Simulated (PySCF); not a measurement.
# One shape, several levels: ZnBAsH4 (SMILES B[AsH][ZnH])

Wanted: a comparison of 6 runs (HF/def2-SVP, B3LYP/6-31G*, PBE/def2-SVP, PBE0/def2-SVP, B3LYP/def2-TZVP) of ZnBAsH4. Input form: a Python script.

The results are computed with PySCF 2.14.0.

1 further run of the same task is left out (it didn't finish).

## 1. Starting point

ZnBAsH4: 7 atoms, total charge 0, spin state singlet. As SMILES, `B[AsH][ZnH]`. Geometry: a GFN2-xTB relaxation, a rough one for these elements and not checked as a minimum.

Bond lengths: B1–As2 1.939 Å, As2–Zn3 2.361 Å, B1–H4 1.180 Å, B1–H5 1.175 Å, As2–H6 1.518 Å, Zn3–H7 1.545 Å. Angles: B1–As2–Zn3 85.7°, B1–As2–H6 98.2°, Zn3–As2–H6 95.7°, As2–B1–H4 118.8°, As2–B1–H5 124.0°, As2–Zn3–H7 157.1°, H4–B1–H5 117.0°.

## 2. Energy and forces at HF/def2-SVP (run 1)

Contents of run.py:

```python
import pyscf.grad
from pyscf import gto

system = gto.M(
    atom=[
    ('B', (-0.995740, 0.346010, -0.779470)),
    ('As', (-0.637550, 0.153280, 1.116700)),
    ('Zn', (1.338680, -0.952620, 0.449080)),
    ('H', (-1.505570, -0.547950, -1.356190)),
    ('H', (-0.812120, 1.335380, -1.385330)),
    ('H', (0.015940, 1.503250, 1.351980)),
    ('H', (2.596360, -1.837350, 0.603230)),
],
    max_memory=1860,
    verbose=3,
    spin=0,
    basis='def2-svp',
)

mf = system.RHF()
mf.conv_tol = 1e-10
mf.kernel()
if not mf.converged:
    mf = mf.newton().run(mf.mo_coeff, mf.mo_occ)

e_tot = mf.e_tot
print(f'total energy: {e_tot:.8f} hartree')
grad = mf.Gradients().kernel()
dip = mf.dip_moment()
pop, q = mf.mulliken_pop()
```

On the command line:

```
$ OMP_NUM_THREADS=1 python run.py
```

The program printed:

```text
converged SCF energy = -4038.45012094837
total energy: -4038.45012095 hartree
--------------- RHF gradients ---------------
         x                y                z
0 B     0.0105306492    -0.0029370296     0.0085192345
1 As     0.0064393153    -0.0096690181    -0.0159608243
2 Zn    -0.0049727719     0.0062573522    -0.0072244076
3 H     0.0014200104     0.0113647642     0.0053071180
4 H    -0.0034975936    -0.0113615793     0.0053618834
5 H    -0.0002908907     0.0018928049    -0.0013224635
6 H    -0.0096287187     0.0044527057     0.0053194594
----------------------------------------------
Dipole moment(X, Y, Z, Debye):  1.03435,  0.07864, -0.89999
 ** Mulliken pop  **
pop of  0 B 1s            1.99129
pop of  0 B 2s            0.79969
pop of  0 B 3s            0.16677
pop of  0 B 2px           0.19367
pop of  0 B 2py           0.62916
pop of  0 B 2pz           0.63279
pop of  0 B 3px           0.13227
pop of  0 B 3py           0.20363
pop of  0 B 3pz           0.13144
pop of  0 B 3dxy          0.00401
pop of  0 B 3dyz          0.01409
pop of  0 B 3dz^2         0.01210
pop of  0 B 3dxz          0.00714
pop of  0 B 3dx2-y2       0.00433
pop of  1 As 1s           1.99993
pop of  1 As 2s           1.99977
pop of  1 As 3s           1.99579
pop of  1 As 4s           1.21441
pop of  1 As 5s           0.53722
pop of  1 As 2px          1.99906
pop of  1 As 2py          1.99899
pop of  1 As 2pz          1.99904
pop of  1 As 3px          1.99377
pop of  1 As 3py          1.99368
pop of  1 As 3pz          1.99439
pop of  1 As 4px          0.51713
pop of  1 As 4py          0.49737
pop of  1 As 4pz          0.57481
pop of  1 As 5px          0.70390
pop of  1 As 5py          0.55300
pop of  1 As 5pz          0.58959
pop of  1 As 3dxy         1.63575
pop of  1 As 3dyz         1.63491
pop of  1 As 3dz^2        1.63605
pop of  1 As 3dxz         1.63484
pop of  1 As 3dx2-y2      1.63480
pop of  1 As 4dxy         0.35480
pop of  1 As 4dyz         0.35452
pop of  1 As 4dz^2        0.35530
pop of  1 As 4dxz         0.35426
pop of  1 As 4dx2-y2      0.35477
pop of  1 As 5dxy         0.03692
pop of  1 As 5dyz         0.01988
pop of  1 As 5dz^2        0.04566
pop of  1 As 5dxz         0.02768
pop of  1 As 5dx2-y2      0.02078
pop of  2 Zn 1s           1.99995
pop of  2 Zn 2s           1.99983
pop of  2 Zn 3s           1.99722
pop of  2 Zn 4s           0.80664
pop of  2 Zn 5s           0.05354
pop of  2 Zn 2px          1.99959
pop of  2 Zn 2py          1.99963
pop of  2 Zn 2pz          1.99962
pop of  2 Zn 3px          2.00046
pop of  2 Zn 3py          1.99929
pop of  2 Zn 3pz          1.99858
pop of  2 Zn 4px          0.36633
pop of  2 Zn 4py          0.16204
pop of  2 Zn 4pz          0.03343
pop of  2 Zn 3dxy         1.60055
pop of  2 Zn 3dyz         1.62201
pop of  2 Zn 3dz^2        1.61570
pop of  2 Zn 3dxz         1.61980
pop of  2 Zn 3dx2-y2      1.61669
pop of  2 Zn 4dxy         0.38202
pop of  2 Zn 4dyz         0.37562
pop of  2 Zn 4dz^2        0.37743
pop of  2 Zn 4dxz         0.37580
pop of  2 Zn 4dx2-y2      0.37745
pop of  2 Zn 4f-3         0.00002
pop of  2 Zn 4f-2         0.00000
pop of  2 Zn 4f-1         0.00001
pop of  2 Zn 4f+0         0.00000
pop of  2 Zn 4f+1         0.00001
pop of  2 Zn 4f+2         0.00000
pop of  2 Zn 4f+3         0.00000
pop of  3 H 1s            0.75734
pop of  3 H 2s            0.28681
pop of  3 H 2px           0.00307
pop of  3 H 2py           0.00757
pop of  3 H 2pz           0.00458
pop of  4 H 1s            0.75868
pop of  4 H 2s            0.28104
pop of  4 H 2px           0.00080
pop of  4 H 2py           0.00987
pop of  4 H 2pz           0.00498
pop of  5 H 1s            0.70251
pop of  5 H 2s            0.33170
pop of  5 H 2px           0.00426
pop of  5 H 2py           0.01075
pop of  5 H 2pz           0.00223
pop of  6 H 1s            0.67829
pop of  6 H 2s            0.58360
pop of  6 H 2px           0.00406
pop of  6 H 2py           0.00249
pop of  6 H 2pz           0.00092
 ** Mulliken atomic charges  **
charge of    0B =      0.07762
charge of    1As =     -0.26279
charge of    2Zn =      0.62073
charge of    3H =     -0.05938
charge of    4H =     -0.05536
charge of    5H =     -0.05146
charge of    6H =     -0.26936
```

Run time: 17 s. Hardware: 1 thread of Intel Xeon Platinum 8259CL at 2.50GHz (Skylake/Cascade Lake), shared host; peak memory 0.21 GiB.

## 3. Energy and forces at B3LYP/6-31G(d) (spherical functions) (run 2)

Contents of job.py:

```python
from pyscf import gto, dft

system = gto.Mole()
system.atom = '''
B   -0.995740   0.346010  -0.779470
As  -0.637550   0.153280   1.116700
Zn   1.338680  -0.952620   0.449080
H   -1.505570  -0.547950  -1.356190
H   -0.812120   1.335380  -1.385330
H    0.015940   1.503250   1.351980
H    2.596360  -1.837350   0.603230
'''
system.charge = 0
system.max_memory = 1860
system.spin = 0
system.basis = '6-31g*'
system.verbose = 4
system.build()

mf = dft.RKS(system, xc='b3lyp')
mf.conv_tol = 1e-10
mf.grids.level = 5
mf.kernel()
if not mf.converged:
    mf = mf.newton().run(mf.mo_coeff, mf.mo_occ)

energy = mf.e_tot
print('Final energy', energy)
grad = mf.nuc_grad_method().kernel()
dip = mf.dip_moment()
pop, q = mf.mulliken_pop()
```

On the command line:

```
$ OMP_NUM_THREADS=1 python job.py
```

The program printed:

```text
PySCF version 2.14.0

[... 75 lines left out ...]
converged SCF energy = -4041.97018122463
Final energy -4041.970181224631
[... 14 lines left out ...]
Dipole moment(X, Y, Z, Debye):  0.85548,  0.07018, -0.37756
[... 57 lines left out ...]
pop of  2 Zn 3pz          1.99953
pop of  2 Zn 4px          0.38730
pop of  2 Zn 4py          0.17736
pop of  2 Zn 4pz          0.04989
pop of  2 Zn 5px          0.07197
pop of  2 Zn 5py          0.05166
pop of  2 Zn 5pz          0.00965
pop of  2 Zn 3dxy         1.32539
pop of  2 Zn 3dyz         1.36980
pop of  2 Zn 3dz^2        1.35816
pop of  2 Zn 3dxz         1.36160
pop of  2 Zn 3dx2-y2      1.35998
pop of  2 Zn 4dxy         0.61978
pop of  2 Zn 4dyz         0.62275
pop of  2 Zn 4dz^2        0.62196
pop of  2 Zn 4dxz         0.62163
pop of  2 Zn 4dx2-y2      0.62247
pop of  2 Zn 4f-3         0.00085
pop of  2 Zn 4f-2         0.00012
pop of  2 Zn 4f-1         0.00015
pop of  2 Zn 4f+0         0.00009
pop of  2 Zn 4f+1         0.00031
pop of  2 Zn 4f+2         0.00008
pop of  2 Zn 4f+3         0.00014
pop of  3 H 1s            0.52501
pop of  3 H 2s            0.47374
pop of  4 H 1s            0.52596
pop of  4 H 2s            0.46621
pop of  5 H 1s            0.48212
pop of  5 H 2s            0.48834
pop of  6 H 1s            0.48199
pop of  6 H 2s            0.58118
 ** Mulliken atomic charges  **
charge of    0B =     -0.05359
charge of    1As =     -0.17554
charge of    2Zn =      0.25366
charge of    3H =      0.00125
charge of    4H =      0.00783
charge of    5H =      0.02954
charge of    6H =     -0.06317
```

Run time: 46 s. Hardware: 1 thread of Intel Xeon Platinum 8259CL at 2.50GHz (Skylake/Cascade Lake), shared host; peak memory 0.86 GiB.

Runs 3 to 5 aren't shown in full; the table further down has their settings and results.

## 4. Energy and forces at B3LYP/def2-TZVP (run 6)

Changes to run.py since step 2:

```diff
@@ -1,5 +1,4 @@
-import pyscf.grad
-from pyscf import gto
+from pyscf import gto, dft
 
-system = gto.M(
+mol = gto.M(
     atom=[
@@ -13,10 +12,11 @@
 ],
+    verbose=4,
+    charge=0,
+    basis='def2-tzvp',
     max_memory=1860,
-    verbose=3,
-    spin=0,
-    basis='def2-svp',
 )
 
-mf = system.RHF()
+mf = dft.RKS(mol, xc='b3lyp')
 mf.conv_tol = 1e-10
+mf.grids.level = 5
 mf.kernel()
@@ -27,3 +27,3 @@
 print(f'total energy: {e_tot:.8f} hartree')
-grad = mf.Gradients().kernel()
+grad = mf.nuc_grad_method().kernel()
 dip = mf.dip_moment()
```

On the command line:

```
$ OMP_NUM_THREADS=1 python run.py
```

The program printed:

```text
PySCF version 2.14.0

[... 77 lines left out ...]
converged SCF energy = -4042.61535370317
total energy: -4042.61535370 hartree
[... 14 lines left out ...]
Dipole moment(X, Y, Z, Debye):  0.73510, -0.02455, -0.16982
[... 120 lines left out ...]
pop of  2 Zn 6dx2-y2      0.02143
pop of  2 Zn 4f-3         0.00002
pop of  2 Zn 4f-2         0.00000
pop of  2 Zn 4f-1         0.00000
pop of  2 Zn 4f+0         0.00000
pop of  2 Zn 4f+1         0.00001
pop of  2 Zn 4f+2         0.00000
pop of  2 Zn 4f+3         0.00000
pop of  3 H 1s            0.27043
pop of  3 H 2s            0.49574
pop of  3 H 3s            0.22403
pop of  3 H 2px           0.00165
pop of  3 H 2py           0.00405
pop of  3 H 2pz           0.00335
pop of  4 H 1s            0.27063
pop of  4 H 2s            0.49732
pop of  4 H 3s            0.21592
pop of  4 H 2px           0.00105
pop of  4 H 2py           0.00460
pop of  4 H 2pz           0.00344
pop of  5 H 1s            0.24011
pop of  5 H 2s            0.51928
pop of  5 H 3s            0.20964
pop of  5 H 2px           0.00376
pop of  5 H 2py           0.00737
pop of  5 H 2pz           0.00264
pop of  6 H 1s            0.22790
pop of  6 H 2s            0.53530
pop of  6 H 3s            0.28895
pop of  6 H 2px           0.00371
pop of  6 H 2py           0.00217
pop of  6 H 2pz           0.00074
 ** Mulliken atomic charges  **
charge of    0B =     -0.02821
charge of    1As =     -0.07237
charge of    2Zn =      0.13437
charge of    3H =      0.00074
charge of    4H =      0.00704
charge of    5H =      0.01719
charge of    6H =     -0.05876
```

Run time: 1.7 min. Hardware: 1 thread of Intel Xeon Platinum 8259CL at 2.50GHz (Skylake/Cascade Lake), shared host; peak memory 1.8 GiB.

## 5. Overview of the runs

```tsv
run	level	integration grid	Cartesian functions	energy (Eh)	dipole moment (D)	HOMO energy (eV)	LUMO energy (eV)	wall time
1	HF/def2-SVP	–	no	-4038.450121	1.37	-9.43	1.47	17 s
2	B3LYP/6-31G* (spherical functions)	5	no	-4041.970181	0.94	-7.12	-1.99	46 s
3	B3LYP/6-31G* (Cartesian functions)	5	yes	-4041.984638	0.96	-7.12	-2.00	50 s
4	PBE/def2-SVP	5	no	-4041.282066	1.09	-6.33	-2.58	36 s
5	PBE0/def2-SVP	5	no	-4041.388309	1.13	-7.39	-1.76	40 s
6	B3LYP/def2-TZVP	5	no	-4042.615354	0.75	-7.27	-2.18	1.7 min
```

## 6. Results

| quantity | value |
| --- | --- |
| run 6: total energy | -4042.61535 Eh |
| run 6: dipole moment | 0.75 D |
| run 6: HOMO energy | -7.27 eV |
| run 6: LUMO energy | -2.18 eV |
| run 6: HOMO–LUMO gap | 5.09 eV |
| run 6: largest force on an atom | 0.643 eV/Å |

In words: The dipole moment (its size) runs from 0.75 D (B3LYP/def2-TZVP) to 1.37 D (HF/def2-SVP). The two ends differ in method and basis. The HOMO–LUMO gap runs from 3.75 eV (PBE/def2-SVP) to 10.90 eV (HF/def2-SVP). Exact exchange widens orbital gaps. Totals of different functionals can't be ranked against each other. All runs together took 4.8 min, the longest 1.7 min.
